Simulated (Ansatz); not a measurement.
# SiI2F2: one species, many methods

Aim: compute SiI2F2 with functionals from several rungs and with coupled cluster, and see how far each lands from CCSD(T) at the basis-set limit for the atomisation energy.

Computed with Ansatz 0.2.0, Gaussian basis. Level: functionals in def2-TZVPP, the program's frozen cores in correlated methods.

The runs, in order: LDA (SPW92), PBE-D4, revPBE-D4, BLYP-D4, r2SCAN-D4, B97M-V, PBE0-D4, B3LYP-D4, r2SCANh-D4, r2SCAN0-D4, HSE06-D4, BHLYP-D4, CAM-B3LYP-D4, LC-ωPBE, ωB97X-V, ωB97M-V, B2PLYP, PBE-QIDH; CCSD(T)/def2-SVP; CCSD(T)/def2-TZVPP; MP2/def2-QZVPP; extrapolation to the limit; RPA on PBE.

## 1. The relaxed structure

All runs share one geometry, relaxed beforehand with PBE0-D4 in a triple-zeta def2 set. I takes the def2 core potential; no spin-orbit term is included.

SMILES `F[Si](F)(I)I`, 5 atoms, charge 0, spin multiplicity 1.

Atoms are counted from 1 here; the program's logs count them from 0.

Bond lengths: F1–Si2 1.578 Å, Si2–F3 1.578 Å, Si2–I4 2.400 Å, Si2–I5 2.400 Å. Angles: F1–Si2–F3 106.9°, F1–Si2–I4 109.0°, F1–Si2–I5 109.0°, F3–Si2–I4 109.0°, F3–Si2–I5 109.1°, I4–Si2–I5 113.6°.

## 2. LDA

This LDA is Slater exchange with PW92 correlation.

in.yaml reads:

```yaml
crystal:
  periodic: [false, false, false]
  atoms:
    - {symbol: F, position_ang: [1.308726, -1.066162, 0.018904]}
    - {symbol: Si, position_ang: [0.066241, -0.097386, 0.103157]}
    - {symbol: F, position_ang: [-0.469409, -0.167181, 1.585602]}
    - {symbol: I, position_ang: [-1.643870, -0.885964, -1.384683]}
    - {symbol: I, position_ang: [0.788214, 2.143193, -0.364381]}
basis:
  gaussian: {orbitals: def2-TZVPP}
hamiltonian: {xc: lda}
output: {orbitals: {seedname: orbitals}}
```

After this run come: PBE-D4 (GGA); revPBE-D4 (GGA); BLYP-D4 (GGA); r2SCAN-D4 (meta-GGA); B97M-V (meta-GGA); PBE0-D4 (hybrid); B3LYP-D4 (hybrid); r2SCANh-D4 (hybrid); r2SCAN0-D4 (hybrid); HSE06-D4 (hybrid); BHLYP-D4 (hybrid); CAM-B3LYP-D4 (range-separated); LC-ωPBE-D4 (range-separated); ωB97X-V (range-separated); ωB97M-V (range-separated); B2PLYP (double hybrid); PBE-QIDH (double hybrid); CCSD(T) in def2-SVP; CCSD(T) in def2-TZVPP; MP2 in def2-QZVPP; RPA on PBE orbitals.

Q: Predict the results of all the runs planned. Wanted: atomisation energy, CCSD(T)/CBS; farthest beyond LDA; mean size of error, GGA; mean size of error, meta-GGA; mean size of error, hybrid; mean size of error, range-separated; mean size of error, double hybrid; gap, smallest and largest; T1 diagnostic.

**Answer**, as computed:

| quantity | value |
| --- | --- |
| atomisation energy, CCSD(T)/CBS | 1757.3 kJ/mol |
| functionals within 17.6 kJ/mol (1.0 %) | PBE-D4 |
| farthest beyond LDA | BHLYP-D4 (-126.8 kJ/mol) |
| mean size of error, GGA | 39.4 kJ/mol |
| mean size of error, meta-GGA | 27.9 kJ/mol |
| mean size of error, hybrid | 64.8 kJ/mol |
| mean size of error, range-separated | 46.8 kJ/mol |
| mean size of error, double hybrid | 52.9 kJ/mol |
| gap, smallest and largest | 4.42 eV (BLYP-D4), 11.21 eV (LC-ωPBE) |
| T1 diagnostic | 0.0097 |
| triples share of the correlation energy | 2.5 % |

In words: LDA overbinds by 263.5 kJ/mol (15 %). PBE-D4 is off by +6.9 kJ/mol. Double hybrids carry the basis error of their MP2 part in triple zeta, and no dispersion term here, so their miss is partly the set-up's. By mean error the best rung here is meta-GGA (27.9 kJ/mol) and the worst beyond LDA is hybrid (64.8 kJ/mol). The mean of the hybrids holds BHLYP, with half exact exchange. RPA and LDA stand outside this count. Misses under about 17.6 kJ/mol are within the doubt on the reference itself, which lacks core-valence correlation, spin-orbit coupling and higher excitations, and its outer-core shells are covered unevenly. All levels share the lack of spin-orbit coupling, which lowers the free heavy atoms and so the true binding. Hartree-Fock recovers 70 % of the binding; the rest is correlation. CCSD(T) in def2-SVP is off by -235.8 kJ/mol, which most functionals beat. The gap grows from 4.4 to 11.2 eV across the functionals, mostly with the share of exact exchange. Correlated methods include outer-core shells of I, which these sets cover unevenly.
